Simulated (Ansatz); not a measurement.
# GaGe3 in Ansatz: the effect of functional

Crystal: GaGe3.

```
CELL_PARAMETERS angstrom
0.00000 3.38717 3.38717
3.38717 0.00000 3.38717
3.38717 3.38717 0.00000
ATOMIC_POSITIONS crystal
Ge 0.50000 0.50000 0.50000
Ge 0.75000 0.75000 0.75000
Ge 0.25000 0.25000 0.25000
Ga 0.00000 0.00000 0.00000
```

The cell comes from a database or a generator and needn't be the stable form of this composition.

Alike in all runs:

- Program: Ansatz 0.2.0
- Task: projected density of states
- Potentials or basis: Ansatz PAW
- k mesh: 4 × 4 × 4
- Occupations: fermi-dirac, width 0.05 eV
- Spin: no spin polarisation

```csv
functional,cutoff,pressure (GPa)
LDA,420 eV (not typed: the program's choice for these potentials),-4.8
PBEsol,420 eV (not typed: the program's choice for these potentials),-3.1
RPBE,420 eV (not typed: the program's choice for these potentials),2.0
revPBE,420 eV (not typed: the program's choice for these potentials),1.6
BLYP,420 eV (not typed: the program's choice for these potentials),6.1
r2SCAN,500 eV (not typed: the program's choice for these potentials),-1.5
HSE06,420 eV (not typed: the program's choice for these potentials),-1.2
PBE0,420 eV (not typed: the program's choice for these potentials),-1.4
r2SCAN0,500 eV (not typed: the program's choice for these potentials),?
```

Problem. What does the run with functional r2SCAN0 give?

Solution. Pressure -2.4 GPa.

Caveats: all runs use coarse meshes; the PAW data sets come from PBE, with cores solved anew for the run's functional, which leaves a small shift of forces and pressure; the thresholds are loose for stress (some runs).

Runs at the PBE level aren't shown here.
